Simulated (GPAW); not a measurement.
# RuAu (Pm-3m) in GPAW: reference runs

How does RuAu come out in PBE? The cell is run as given.

Everything below comes from runs of GPAW 26.7.0. Logs are shortened: lines on timing, memory, paths and dates and some standing lists are left out, and cuts for length are marked. The log counts tension as positive stress, the text compression.

## 1. The structure

The structure is cubic, space group Pm-3m (No. 221). The conventional cell has a = 3.165 Å, b = 3.165 Å, c = 3.165 Å, α = 90.00°, β = 90.00°, γ = 90.00°. Around Ru (site symmetry m-3m) lie 8 Au at 2.74 Å. Au (site symmetry m-3m) has 8 Ru at 2.74 Å as nearest neighbours.

The cell was built by a generator and needn't be a form met in nature.

## 2. Single point, PBE

File run.py:

```python
from ase import Atoms
from ase.dft.bandgap import bandgap
from ase.io import write
from ase.units import Bohr, GPa
from gpaw import GPAW, PW
from gpaw.elf import elf_from_dft_calculation

atoms = Atoms(['Ru', 'Au'],
              cell=[[3.16481, 0.0, 0.0],
                    [0.0, 3.16481, 0.0],
                    [0.0, 0.0, 3.16481]],
              scaled_positions=[[0.0, 0.0, 0.0],
                                [0.5, 0.5, 0.5]],
              pbc=True)

calc = GPAW(mode=PW(600),
            xc='PBE',
            kpts={'size': (8, 8, 8), 'gamma': True},
            occupations={'name': 'fermi-dirac', 'width': 0.05},
            nbands=26,
            convergence={'density': 1e-05, 'energy': 1e-05},
            maxiter=150,
            txt='gpaw.txt')
atoms.calc = calc
energy = atoms.get_potential_energy()
forces = atoms.get_forces()
stress = atoms.get_stress()
calc.write('gs.gpw')
write('result.traj', atoms)
print(f'Energy: {energy:.6f} eV')
print('Forces (eV/A):')
print(forces.round(4))
print('Stress (GPa):', (stress / GPa).round(3))
print('Fermi level:', round(calc.get_fermi_level(), 4), 'eV')
print(f'Gap: {bandgap(calc)[0]:.4f} eV, direct: {bandgap(calc, direct=True)[0]:.4f} eV')

# fields on the real-space grid
write('density.cube', atoms, data=calc.get_pseudo_density() * Bohr**3)
write('potential.cube', atoms, data=calc.get_electrostatic_potential())
write('elf.cube', atoms, data=elf_from_dft_calculation(calc).data)
```

Potentials or basis: GPAW PAW data sets (gpaw-data 1.2.1), pw.

Run with:

```
OMP_NUM_THREADS=1 python run.py
```

gpaw.txt:

```text
__  _  _
 | _ |_)|_||  |
 |__||  | ||/\| - 26.7.0

Input parameters:
  mode=PW(ecut=600.0),
  convergence={'density': 1e-05, 'energy': 1e-05},
  kpts=MonkhorstPack(size=(8, 8, 8), gamma=True),
  maxiter=150,
  nbands=26,
  occupations=Occupations(name='fermi-dirac', width=0.05),
  xc=XC(name='PBE')

Diagonalizing LCAO Hamiltonian
Converting LCAO to pw mode
   .-------.
  /|       |
 * |       |
 | |  Au   |
 | .-------.
 |/       /
 Ru------*

Atoms  # Å, Bohr magnetons
|   | symbol |        x |        y |        z |    initial magnetic moments |
|---|--------|----------|----------|----------|-----------------------------|
| 0 |     Ru | 0.000000 | 0.000000 | 0.000000 | ( 0.0000,  0.0000,  0.0000) |
| 1 |     Au | 1.582405 | 1.582405 | 1.582405 | ( 0.0000,  0.0000,  0.0000) |

Unit cell  # Å
| periodic |        x |        y |        z |  lengths |    angles |
|----------|----------|----------|----------|----------|-----------|
|      yes | 3.164810 | 0.000000 | 0.000000 | 3.164810 | 90.000000 |
|      yes | 0.000000 | 3.164810 | 0.000000 | 3.164810 | 90.000000 |
|      yes | 0.000000 | 0.000000 | 3.164810 | 3.164810 | 90.000000 |

Number of symmetries: 48
Symmetry operations  # r_c * U_cc + t_c -> r_c
|    | kind |            matrix            |
|----|------|------------------------------|
|  0 |  E   |  1, 0, 0,  0, 1, 0,  0, 0, 1 |
|  1 |  σ   |  1, 0, 0,  0, 1, 0,  0, 0,-1 |
|  2 |  σ   |  1, 0, 0,  0, 0, 1,  0, 1, 0 |
|  3 |  C4  |  1, 0, 0,  0, 0, 1,  0,-1, 0 |
|  4 |  C4  |  1, 0, 0,  0, 0,-1,  0, 1, 0 |
|  5 |  σ   |  1, 0, 0,  0, 0,-1,  0,-1, 0 |
|  6 |  σ   |  1, 0, 0,  0,-1, 0,  0, 0, 1 |
|  7 |  C2  |  1, 0, 0,  0,-1, 0,  0, 0,-1 |
|  8 |  σ   |  0, 1, 0,  1, 0, 0,  0, 0, 1 |
|  9 |  C2  |  0, 1, 0,  1, 0, 0,  0, 0,-1 |
| 10 |  C3  |  0, 1, 0,  0, 0, 1,  1, 0, 0 |
| 11 |  S6  |  0, 1, 0,  0, 0, 1, -1, 0, 0 |
| 12 |  S6  |  0, 1, 0,  0, 0,-1,  1, 0, 0 |
| 13 |  C3  |  0, 1, 0,  0, 0,-1, -1, 0, 0 |
| 14 |  C4  |  0, 1, 0, -1, 0, 0,  0, 0, 1 |
| 15 |  S4  |  0, 1, 0, -1, 0, 0,  0, 0,-1 |
| 16 |  C3  |  0, 0, 1,  1, 0, 0,  0, 1, 0 |
| 17 |  S6  |  0, 0, 1,  1, 0, 0,  0,-1, 0 |
| 18 |  σ   |  0, 0, 1,  0, 1, 0,  1, 0, 0 |
| 19 |  C4  |  0, 0, 1,  0, 1, 0, -1, 0, 0 |
| 20 |  C2  |  0, 0, 1,  0,-1, 0,  1, 0, 0 |
| 21 |  S4  |  0, 0, 1,  0,-1, 0, -1, 0, 0 |
| 22 |  S6  |  0, 0, 1, -1, 0, 0,  0, 1, 0 |
| 23 |  C3  |  0, 0, 1, -1, 0, 0,  0,-1, 0 |
| 24 |  S6  |  0, 0,-1,  1, 0, 0,  0, 1, 0 |
| 25 |  C3  |  0, 0,-1,  1, 0, 0,  0,-1, 0 |
| 26 |  C4  |  0, 0,-1,  0, 1, 0,  1, 0, 0 |
| 27 |  σ   |  0, 0,-1,  0, 1, 0, -1, 0, 0 |
| 28 |  S4  |  0, 0,-1,  0,-1, 0,  1, 0, 0 |
| 29 |  C2  |  0, 0,-1,  0,-1, 0, -1, 0, 0 |
| 30 |  C3  |  0, 0,-1, -1, 0, 0,  0, 1, 0 |
| 31 |  S6  |  0, 0,-1, -1, 0, 0,  0,-1, 0 |
| 32 |  C4  |  0,-1, 0,  1, 0, 0,  0, 0, 1 |
| 33 |  S4  |  0,-1, 0,  1, 0, 0,  0, 0,-1 |
| 34 |  S6  |  0,-1, 0,  0, 0, 1,  1, 0, 0 |
| 35 |  C3  |  0,-1, 0,  0, 0, 1, -1, 0, 0 |
| 36 |  C3  |  0,-1, 0,  0, 0,-1,  1, 0, 0 |
| 37 |  S6  |  0,-1, 0,  0, 0,-1, -1, 0, 0 |
| 38 |  σ   |  0,-1, 0, -1, 0, 0,  0, 0, 1 |
| 39 |  C2  |  0,-1, 0, -1, 0, 0,  0, 0,-1 |
| 40 |  σ   | -1, 0, 0,  0, 1, 0,  0, 0, 1 |
| 41 |  C2  | -1, 0, 0,  0, 1, 0,  0, 0,-1 |
| 42 |  C2  | -1, 0, 0,  0, 0, 1,  0, 1, 0 |
| 43 |  S4  | -1, 0, 0,  0, 0, 1,  0,-1, 0 |
| 44 |  S4  | -1, 0, 0,  0, 0,-1,  0, 1, 0 |
| 45 |  C2  | -1, 0, 0,  0, 0,-1,  0,-1, 0 |
| 46 |  C2  | -1, 0, 0,  0,-1, 0,  0, 0, 1 |
| 47 |  i   | -1, 0, 0,  0,-1, 0,  0, 0,-1 |

BZ-sampling:
  Number of BZ points: 512
  Number of IBZ points: 35

  Monkhorst-Pack size: [8, 8, 8]
  Monkhorst-Pack shift: [0.0625, 0.0625, 0.0625]

K-points  # in reciprocal-cell coordinates
|     |                                coordinates |     weight |
|-----|--------------------------------------------|------------|
|   0 | (  0.00000000,   0.00000000,   0.00000000) | 0.00195312 |
|   1 | (  0.12500000,   0.00000000,   0.00000000) | 0.01171875 |
|   2 | (  0.12500000,   0.12500000,   0.00000000) | 0.02343750 |
|   3 | (  0.12500000,   0.12500000,   0.12500000) | 0.01562500 |
|   4 | (  0.25000000,   0.00000000,   0.00000000) | 0.01171875 |
|   5 | (  0.25000000,   0.12500000,   0.00000000) | 0.04687500 |
|   6 | (  0.25000000,   0.12500000,   0.12500000) | 0.04687500 |
|   7 | (  0.25000000,   0.25000000,   0.00000000) | 0.02343750 |
|   8 | (  0.25000000,   0.25000000,   0.12500000) | 0.04687500 |
|   9 | (  0.25000000,   0.25000000,   0.25000000) | 0.01562500 |
| ... |                                            |            |
|  34 | (  0.50000000,   0.50000000,   0.50000000) | 0.00195312 |

Plane wave coefficients: 1074
Cutoff: 600.0 eV

Spin-components: 1 (collinear spins)
Bands:           26
Projectors:      12
Spin-degeneracy: 2
Datatype:        complex128

Parallelization:
  kpt:    1
  domain: 1
  band:   1

Density:
  Valence electrons: 27.0
  Components: 1
  Grid points: [18 18 18]
  Charge: 0.0  # |e|

Potential:
  Grid points: [18 18 18]

species:
  Ru:
    name:    Ruthenium
    Z:       44.0
    valence: 16
    core:    28
    charge:  0.0  # [|e|]
    compensation charges:
      type: gauss
      rc: 0.39  # [Å]
      lmax: 2
    cutoffs:
      filter: 2.16  # [Å]
      core: 1.30  # [Å]
    projectors
    | kind |    occ | energy [eV] | rcut [Å] |
    |------|--------|-------------|----------|
    |   4s |  2.000 |     -76.316 |    1.281 |
    |   5s |  1.000 |      -4.236 |    1.281 |
    |   4p |  6.000 |     -46.423 |    1.286 |
    |   5p |  0.000 |      -0.913 |    1.286 |
    |   4d |  7.000 |      -5.203 |    1.254 |
    |    d |        |      22.008 |    1.254 |

    Using partial waves for Ru as LCAO basis

  Au:
    name:    Gold
    Z:       79.0
    valence: 11
    core:    68
    charge:  0.0  # [|e|]
    compensation charges:
      type: gauss
      rc: 0.42  # [Å]
      lmax: 2
    cutoffs:
      filter: 2.33  # [Å]
      core: 2.81  # [Å]
    projectors
    | kind |    occ | energy [eV] | rcut [Å] |
    |------|--------|-------------|----------|
    |   6s |  1.000 |      -5.728 |    1.323 |
    |   6p |  0.000 |      -0.775 |    1.323 |
    |   5d | 10.000 |      -6.891 |    1.323 |
    |    s |        |      21.484 |    1.323 |
    |    p |        |      26.436 |    1.323 |
    |    d |        |      20.321 |    1.323 |

    Using partial waves for Au as LCAO basis

Reference energy: -639843.396092  # eV

eigensolver:
  PPCG
  Converge bands: occupied
  niter=2

density mixing:
  MSR1-Mixer
  Pratt-step length: 0.05
  Maximum mixing coefficient: 0.75
  Old densities: 10
  SVD Regularization: 0.005
  Good broyden scale: 1.0
  Trust region scale: 1.0
  Backstep threshold: 4.0
  History deletion threshold: 6.0
  Fourier metric: weight=20.0, sigma=0.015

occupation numbers:
  Fermi-Dirac:
    width: 0.0500  # eV

poisson solver:
  ecut: 4800.0  # eV

xc functional:
  name: PBE with 2 nearest neighbor stencil

convergence criteria:
- Maximum integral of absolute [dens]ity change: 1e-05 electrons / valence electron
- Maximum [total energy] change in last 3 cyles: 1e-05 eV / valence electron
- Maximum integral of absolute [eigenst]ate change: 4e-08 eV^2 / valence electron
maximum number of iterations: 150

SCF iterations
|iter     | |      energy | eigst |  dens |
|---------|-|-------------|-------|-------|
|iter:   1| |  -12.586070 | -0.00 |       |
|iter:   2| |  -12.312943 | -2.61 | -1.07 |
|iter:   3| |  -11.539530 | -1.75 | -1.12 |
|iter:   4| |  -11.427211 | -2.46 | -1.59 |
|iter:   5| |  -11.378354 | -3.36 | -1.80 |
|iter:   6| |  -11.375738 | -4.14 | -2.42 |
|iter:   7| |  -11.374987 | -4.48 | -2.64 |
|iter:   8| |  -11.374986 | -7.01 | -3.89 |
|iter:   9| |  -11.374986c| -7.20 | -4.23 |
|iter:  10| |  -11.374986c| -8.74c| -5.20c|

Converged in 10 steps
Energy contributions relative to reference atoms: (reference = -639843.396092)

Energy contributions:
  Kinetic:         -15.384647
  Coulomb:          10.246786
  Zero:             -0.036764
  External:          0.000000
  Xc:               -6.187314
  Entropy:          -0.026093
  Spinorbit:         0.000000
  ----------------------------
  Free energy:     -11.388032
  Extrapolated:    -11.374986

dipole moment: (-10.965619, -10.965619, -10.965619)  # |e|*Ang

Fermi level: 10.922
Eigenvalues  # (at kpt = [0.000, 0.000, 0.000])
| band index |      eig [eV] | occ [0-2] |
|------------|---------------|-----------|
|          0 |       -61.579 |     2.000 |
|        ... |               |           |
|          4 |         2.012 |     2.000 |
|          5 |         4.363 |     2.000 |
|          6 |         4.363 |     2.000 |
|          7 |         6.607 |     2.000 |
|          8 |         6.607 |     2.000 |
|          9 |         6.607 |     2.000 |
[... 8 lines left out ...]
|         18 |        25.254 |     0.000 |
|         19 |        28.417 |     0.000 |
|        ... |               |           |
|         25 |        37.118 |     0.000 |

No gap
No difference between direct/indirect transitions

Forces  # eV/Ang
|        x |        y |        z |
|----------|----------|----------|
|  0.00000 |  0.00000 |  0.00000 |  # Ru   0
| -0.00000 | -0.00000 | -0.00000 |  # Au   1

Stress tensor  # eV/Ang^3
|         x |         y |         z |
|-----------|-----------|-----------|
| -0.012351 | -0.000000 |  0.000000 |
| -0.000000 | -0.012351 |  0.000000 |
|  0.000000 |  0.000000 | -0.012351 |

# Writing to gs.gpw (mode='')
```

Wall time 17 s (1 thread of Arm Neoverse V2, shared host); peak memory 0.15 GiB.

What came out:

- Free energy: -11.3880 eV
- Pressure: 2.0 GPa
- Band gap on the k mesh: none (metal or under the smearing width)

Levels at points of the mesh, in eV from the Fermi level:
```tsv
k point	band 11	band 12	band 13	band 14	band 15	band 16
(0.00, 0.00, 0.00)	-1.16	-1.16	0.53	0.53	0.53	7.72
(0.50, 0.00, 0.00)	-2.81	-1.76	-1.66	-1.66	-0.46	1.40
(0.50, 0.50, 0.00)	-0.79	0.22	0.22	0.44	0.78	0.78
(0.50, 0.50, 0.50)	-2.77	-2.77	0.51	0.51	3.45	8.87
```

Caveat: with this Au data set, volumes or pressures lay over 1.5 % or 2 GPa off other programs in two to four cells of ten.
